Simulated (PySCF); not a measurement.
Molecule: FGeClH2, in a box.

```
CELL_PARAMETERS angstrom
12.00000 0.00000 0.00000
0.00000 12.00000 0.00000
0.00000 0.00000 12.00000
ATOMIC_POSITIONS crystal
F 0.47740 0.46486 0.60517
Ge 0.50923 0.49976 0.46899
Cl 0.38171 0.61093 0.41454
H 0.50320 0.39257 0.40050
H 0.62046 0.56171 0.47126
```

Program: PySCF 2.14.0. Alike in all runs: task atomic charges; potentials or basis 6-31g* (all-electron); no spin polarisation; cell as given; k mesh 1 × 1 × 1; smearing fixed.

Task: Order these runs on this cell by their band gap on the k mesh, lowest first.
A. level HSE03; exxdiv ewald
B. level MN15-L
C. level HCTH407+D3(BJ); three-body dispersion term no
D. level SCAN0; exxdiv ewald

Result: C (6.67 eV), B (7.91 eV), A (8.23 eV), D (9.45 eV).

Caveats: this is a molecule in a periodic box at the Γ point, so its band gap is the HOMO-LUMO gap; relativity is left out, which matters for the heavier elements; the basis of atomic orbitals isn't converged, which shifts pressures, moduli and gaps; this program's HSE differs a little from the usual definition (some runs).

Runs at the PBE level aren't shown here.
